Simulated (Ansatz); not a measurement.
The system is Cu2BrCl.

```xyz
4
Lattice="1.8555 1.0713 6.0475 -1.8555 1.0713 6.0475 0.0000 -2.1426 6.0475" Properties=species:S:1:pos:R:3 pbc="T T T"
Br    0.0000    0.0000    0.0000
Cu    0.0000    0.0000   13.6360
Cu    0.0000    0.0000    4.5065
Cl    0.0000    0.0000    9.0713
```

The cell comes from a database or a generator and needn't be the stable form of this composition.

Base run:

* Program: Ansatz 0.2.0
* Functional: PBE
* Potentials or basis: Ansatz PAW
* Cutoff: 420 eV
* Density cutoff: 1680 eV
* k mesh: 8 × 8 × 8
* Occupations: fermi-dirac, width 0.05 eV
* Spin: no spin polarisation
* Hubbard terms: Cu d U = 4 eV

Its results: band gap on the k mesh 1.23 eV, direct; pressure 2.2 GPa; largest force 0.124 eV/Å.

Question: After a change of settings the same cell gave: band gap on the k mesh 1.62 eV, direct; pressure 2.7 GPa; largest force 0.129 eV/Å. Which change was it?
A. hubbard terms from Cu d U = 4 eV to none; hubbard projectors from ortho-atomic (the default) to none
B. hubbard terms from Cu d U = 4 eV to Cu d U = 6 eV
C. hubbard terms from Cu d U = 4 eV to Cu d U = 2 eV

Answer: B.

Caveats: the density of states is complete only up to the lowest level of the last band computed.

Not every run made on this cell is shown here.
